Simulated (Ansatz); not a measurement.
# CH₂Br radical: a ladder of functionals and wavefunction methods

An exercise on one series of results from a longer session: the logs are not shown, and one member is left open.

Program: Ansatz 0.2.0, Gaussian basis. Level of theory: functionals in def2-TZVPP, the program's frozen cores in correlated methods. These are calculated values, not measurements.

Levels to be run: LDA (SPW92), PBE-D4, revPBE-D4, BLYP-D4, r2SCAN-D4, B97M-V, PBE0-D4, B3LYP-D4, r2SCANh-D4, r2SCAN0-D4, HSE06-D4, BHLYP-D4, CAM-B3LYP-D4, LC-ωPBE, ωB97X-V, ωB97M-V, B2PLYP, PBE-QIDH; CCSD(T)/def2-SVP; CCSD(T)/def2-TZVPP; CCSD(T)/def2-QZVPP; extrapolation to the limit; RPA on PBE.

## Structure used throughout

All runs share one geometry, relaxed beforehand with PBE0-D4 in a triple-zeta def2 set.

SMILES `[CH2]Br`, 4 atoms, charge 0, spin multiplicity 2.

Atoms are counted from 1 here; the program's logs count them from 0.

Bond lengths: C1–Br2 1.840 Å, C1–H3 1.078 Å, C1–H4 1.078 Å. Angles: Br2–C1–H3 117.8°, Br2–C1–H4 117.8°, H3–C1–H4 124.3°.

Set-up of the first run:

File in.yaml:

```yaml
crystal:
  periodic: [false, false, false]
  atoms:
    - {symbol: C, position_ang: [-0.007985, -0.192191, -0.112533]}
    - {symbol: Br, position_ang: [0.183529, 1.372533, 0.837134]}
    - {symbol: H, position_ang: [-0.352407, -0.123759, -1.131609]}
    - {symbol: H, position_ang: [0.232463, -1.116783, 0.386606]}
basis:
  gaussian: {orbitals: def2-TZVPP}
magnetization: {spin_polarized: true, initial_magnetization: 1}
hamiltonian: {xc: lda}
output: {orbitals: {seedname: orbitals}}
```

On the command line:

```
ansatz run in.yaml --threads 2 --pin off --events-out ev --progress --plain --max-ram 32768MiB --backend cpu
```

Steps of the session up to this table: LDA; PBE-D4 (GGA); revPBE-D4 (GGA); BLYP-D4 (GGA); r2SCAN-D4 (meta-GGA); B97M-V (meta-GGA); PBE0-D4 (hybrid); B3LYP-D4 (hybrid); r2SCANh-D4 (hybrid); r2SCAN0-D4 (hybrid); HSE06-D4 (hybrid); BHLYP-D4 (hybrid); CAM-B3LYP-D4 (range-separated); LC-ωPBE (range-separated); ωB97X-V (range-separated); ωB97M-V (range-separated); B2PLYP (double hybrid); PBE-QIDH (double hybrid).

One table of the session follows, with a row left open; its other results are not shown here.

It belongs to the step «Orbital energies across the functionals». 

```
  functional  HOMO (eV)  LUMO (eV)  gap (eV)
 LDA (SPW92)      -4.93      -3.62      1.31
      PBE-D4      -4.93      -3.09      1.84
   revPBE-D4      -4.90      -2.95      1.95
     BLYP-D4      -4.74      -3.07      1.68
   r2SCAN-D4      -5.39      -2.41      2.98
      B97M-V      -5.21      -2.76      2.45
     PBE0-D4      -6.32      -1.90      4.42
    B3LYP-D4      -6.00      -2.32      3.68
  r2SCANh-D4          ?          ?         ?
  r2SCAN0-D4      -6.64      -1.41      5.24
    HSE06-D4      -5.91      -2.29      3.62
    BHLYP-D4      -7.50      -0.79      6.72
CAM-B3LYP-D4      -7.65      -0.88      6.76
     LC-ωPBE      -9.13       0.58      9.71
     ωB97X-V      -8.58       0.11      8.69
     ωB97M-V      -8.36      -0.02      8.34
```

**Question.** Estimate the row for r2SCANh-D4.

Worked estimate for «HOMO (eV)». Against the share of exact exchange, r2SCAN-D4 (0, -5.39), r2SCAN0-D4 (0.25, -6.64) give a slope of -5.00 per unit share; at 0.1 the line stands at -5.89.

The run gave: HOMO (eV): -5.89; LUMO (eV): -2.00; gap (eV): 3.89. In «HOMO (eV)» the line misses by 0.00.
